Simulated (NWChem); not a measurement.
# CH4ISi (SMILES C[SiH]I): levels of theory compared

Wanted: a comparison of 4 runs (UHF/STO-3G, UHF/3-21G, UTPSSh/def2-SVP, UMP2/def2-SVP) of CH4ISi. 

The results are computed with NWChem 7.3.0.

### Step 1. The structure to begin with

CH4ISi: 7 atoms, total charge 0, spin state doublet. As SMILES, `C[SiH]I`. The shape is that of a PBE0-D4/def2-TZVP optimisation.

Bond lengths: C1–Si2 1.871 Å, Si2–I3 2.445 Å, C1–H4 1.093 Å, C1–H5 1.093 Å, C1–H6 1.091 Å, Si2–H7 1.492 Å. Angles: C1–Si2–I3 110.5°, C1–Si2–H7 111.3°, I3–Si2–H7 107.2°, Si2–C1–H4 109.6°, Si2–C1–H5 110.2°, Si2–C1–H6 110.9°, H4–C1–H5 108.6°, H4–C1–H6 108.8°, H5–C1–H6 108.7°.

### Step 2. Energy and gradient at UHF/STO-3G (run 1)

Input file work.nw:

```
start work
memory stack 880 mb heap 220 mb global 1100 mb

geometry units angstroms noautosym nocenter noautoz
   C    -0.678200    0.449200   -0.331100
   Si    1.037300   -0.273900   -0.145700
   I     0.913700   -2.560700    0.711600
   H    -0.606100    1.469800   -0.716100
   H    -1.183200    0.476100    0.638400
   H    -1.279100   -0.144600   -1.021100
   H     1.856700    0.516200    0.818300
end

basis spherical bse
   * library STO-3G
end

scf
   nopen 1
   uhf
   thresh 1e-08
   maxiter 80
   print medium
end

task scf gradient
```

On the command line:

```console
$ nwchem work.nw > work.out
```

The log of the run:

```text
[...]
  functions       =    45
[...]
  wavefunction    = UHF
[...]
         Total SCF energy =  -7176.044433174195
      One electron energy = -10466.879226560937
      Two electron energy =   3003.965012045470
 Nuclear repulsion energy =    286.869781341273
                       Sz =      0.5000
                 Sz(Sz+1) =      0.7500
                      S^2 =      0.7518
[...]
                         UHF ENERGY GRADIENTS
    atom               coordinates                        gradient
                 x          y          z           x          y          z
   1 C      -1.281612   0.848865  -0.625688    0.000036  -0.001803  -0.004887
   2 Si      1.960213  -0.517596  -0.275333   -0.020781  -0.015013  -0.012732
   3 I       1.726643  -4.839021   1.344729    0.000841   0.001142  -0.001450
   4 H      -1.145363   2.777519  -1.353233    0.003289   0.008113  -0.003262
   5 H      -2.235924   0.899699   1.206401   -0.000705  -0.001658   0.009386
   6 H      -2.417149  -0.273254  -1.929599   -0.002672  -0.005709  -0.005169
   7 H       3.508654   0.975477   1.546363    0.019993   0.014929   0.018113
[...]
```

It took 17 s on 1 thread of AMD EPYC, shared host; peak memory 0.098 GiB.

### Step 3. Energy and forces at UHF/3-21G (run 2)

Input file job.nw:

```
start job
memory stack 880 mb heap 220 mb global 1100 mb

geometry units angstrom noautosym nocenter noautoz
 C    -0.678200    0.449200   -0.331100
 Si    1.037300   -0.273900   -0.145700
 I     0.913700   -2.560700    0.711600
 H    -0.606100    1.469800   -0.716100
 H    -1.183200    0.476100    0.638400
 H    -1.279100   -0.144600   -1.021100
 H     1.856700    0.516200    0.818300
end

basis spherical bse
 * library 3-21G
end

scf
 doublet
 uhf
 thresh 1e-08
 maxiter 80
end

task scf gradient
```

On the command line:

```console
$ nwchem job.nw > job.out
```

The log of the run:

```text
[...]
  functions       =    61
[...]
  wavefunction    = UHF
[...]
         Total SCF energy =  -7214.683449274547
      One electron energy = -10501.853446538636
      Two electron energy =   3000.300215922817
 Nuclear repulsion energy =    286.869781341273
                       Sz =      0.5000
                 Sz(Sz+1) =      0.7500
                      S^2 =      0.7535
[...]
                         UHF ENERGY GRADIENTS
    atom               coordinates                        gradient
                 x          y          z           x          y          z
   1 C      -1.281612   0.848865  -0.625688    0.017042  -0.007681   0.002043
   2 Si      1.960213  -0.517596  -0.275333   -0.018040  -0.026052   0.007476
   3 I       1.726643  -4.839021   1.344729    0.001438   0.033396  -0.011751
   4 H      -1.145363   2.777519  -1.353233    0.002062   0.004847  -0.001896
   5 H      -2.235924   0.899699   1.206401   -0.001229  -0.000707   0.005608
   6 H      -2.417149  -0.273254  -1.929599   -0.001875  -0.003956  -0.003431
   7 H       3.508654   0.975477   1.546363    0.000603   0.000153   0.001950
[...]
```

It took 20 s on 1 thread of AMD EPYC, shared host; peak memory 0.099 GiB.

Run 3 isn't shown in full; the table further down has it.

### Step 4. Energy and gradient at UMP2/def2-SVP (core potential) (run 4)

Input file run.py:

```python
from ase import Atoms
from ase.calculators.nwchem import NWChem

atoms = Atoms(['C', 'Si', 'I', 'H', 'H', 'H', 'H'], positions=[
    [-0.678200, 0.449200, -0.331100],
    [1.037300, -0.273900, -0.145700],
    [0.913700, -2.560700, 0.711600],
    [-0.606100, 1.469800, -0.716100],
    [-1.183200, 0.476100, 0.638400],
    [-1.279100, -0.144600, -1.021100],
    [1.856700, 0.516200, 0.818300],
])

calc = NWChem(
    label='ch4isi',
    theory='mp2',
    memory='2200 mb',
    basis='def2-SVP',
    basispar='spherical bse',
    scf={'nopen': '1', 'uhf': None, 'thresh': '1e-08', 'maxiter': '80'},
    mp2={'freeze': 'core 10', 'tight': None},
    **{'ecp bse': {'I library': 'def2-SVP'}},
)
atoms.calc = calc

forces = atoms.get_forces()
print(f"energy = {atoms.get_potential_energy():.6f} eV")
print("forces (eV/A):")
for s, f in zip(atoms.symbols, forces):
    print(f"{s:2s} {f[0]:10.5f} {f[1]:10.5f} {f[2]:10.5f}")
```

On the command line:

```console
$ export ASE_NWCHEM_COMMAND="nwchem PREFIX.nwi > PREFIX.nwo"
$ python run.py
```

The log of the run:

```text
energy = -17034.814696 eV
forces (eV/A):
C     0.08562   -0.01471    0.01121
Si    0.26488    0.13020    0.09313
I    -0.01599   -0.17674    0.04412
H    -0.00293    0.23017   -0.08541
H    -0.11765    0.00905    0.20790
H    -0.15082   -0.13812   -0.16553
H    -0.06304   -0.03990   -0.10547
```

The calculator wrote ch4isi.nwi:

```
title "ch4isi"

permanent_dir ch4isi

scratch_dir ch4isi

start ch4isi

geometry units angstrom nocenter noautosym noautoz
  C  -6.7820000000000003e-01 4.4919999999999999e-01 -3.3110000000000001e-01
  Si 1.0373000000000001e+00 -2.7389999999999998e-01 -1.4570000000000000e-01
  I  9.1369999999999996e-01 -2.5607000000000002e+00 7.1160000000000001e-01
  H  -6.0609999999999997e-01 1.4698000000000000e+00 -7.1609999999999996e-01
  H  -1.1832000000000000e+00 4.7610000000000002e-01 6.3839999999999997e-01
  H  -1.2790999999999999e+00 -1.4460000000000001e-01 -1.0210999999999999e+00
  H  1.8567000000000000e+00 5.1619999999999999e-01 8.1830000000000003e-01
end

memory 2200 mb

basis spherical bse noprint
   * library def2-SVP
end

scf
  nopen 1
  uhf
  thresh 1e-08
  maxiter 80
end
mp2
  freeze core 10
  tight
end
ecp bse
  I library def2-SVP
end

task mp2 gradient
```

ch4isi.nwo, cut to the lines that bear on the results:

```text
[...]
      One electron energy =  -1293.066922910150
[... 1 line left out ...]
 Nuclear repulsion energy =    161.183190402517
[... 47 lines left out ...]
          Final beta eigenvalues
[... 226 lines left out ...]
                     UHF Final Beta Molecular Orbital Analysis
[...]
                         mp2 ENERGY GRADIENTS
    atom               coordinates                        gradient
                 x          y          z           x          y          z
   1 C      -1.281612   0.848865  -0.625688   -0.001665   0.000286  -0.000218
   2 Si      1.960213  -0.517596  -0.275333   -0.005151  -0.002532  -0.001811
   3 I       1.726643  -4.839021   1.344729    0.000311   0.003437  -0.000858
   4 H      -1.145363   2.777519  -1.353233    0.000057  -0.004476   0.001661
   5 H      -2.235924   0.899699   1.206401    0.002288  -0.000176  -0.004043
   6 H      -2.417149  -0.273254  -1.929599    0.002933   0.002686   0.003219
   7 H       3.508654   0.975477   1.546363    0.001226   0.000776   0.002051
[...]
```

It took 92 s on 1 thread of AMD EPYC, shared host; peak memory 0.23 GiB.

### Step 5. Overview of the runs

```csv
run,level,iteration cap,module,energy (Eh),dipole moment (D),HOMO energy (eV),LUMO energy (eV),wall time
1,UHF/STO-3G,80,scf,-7176.044433,3.16,-6.26,5.02,17 s
2,UHF/3-21G,80,scf,-7214.683449,2.75,-8.66,0.72,20 s
3,UTPSSh/def2-SVP (core potential),100,dft,-627.518904,1.86,-5.57,-3.08,2.6 min
4,UMP2/def2-SVP (core potential),80,mp2,-626.017899,1.92,-8.76,1.09,92 s
```

### Step 6. Results

| quantity | value |
| --- | --- |
| run 4: total energy | -626.01790 Eh |
| run 4: dipole moment (of the density that the program reports) | 1.92 D |
| run 4: HOMO energy (Hartree–Fock orbitals) (highest over α and β) | -8.76 eV |
| run 4: LUMO energy (Hartree–Fock orbitals) (lowest over α and β) | 1.09 eV |
| run 4: correlation energy (10 core orbitals frozen) | -344.9 mEh |
| run 4: ⟨S²⟩ of the reference determinant | 0.754 |
| run 4: largest force on an atom | 0.309 eV/Å |

In words: The dipole moment (its size) runs from 1.86 D (UTPSSh/def2-SVP) to 3.16 D (UHF/STO-3G). The two ends differ in method and basis and core potential. Some runs of one species differ in core potentials or relativity; totals across that change don't compare. In run 1 the basis is minimal, so the values are rough. In runs 1, 2 relativity is left out where basis or elements ask for it. All runs together took 4.7 min, the longest 2.6 min.
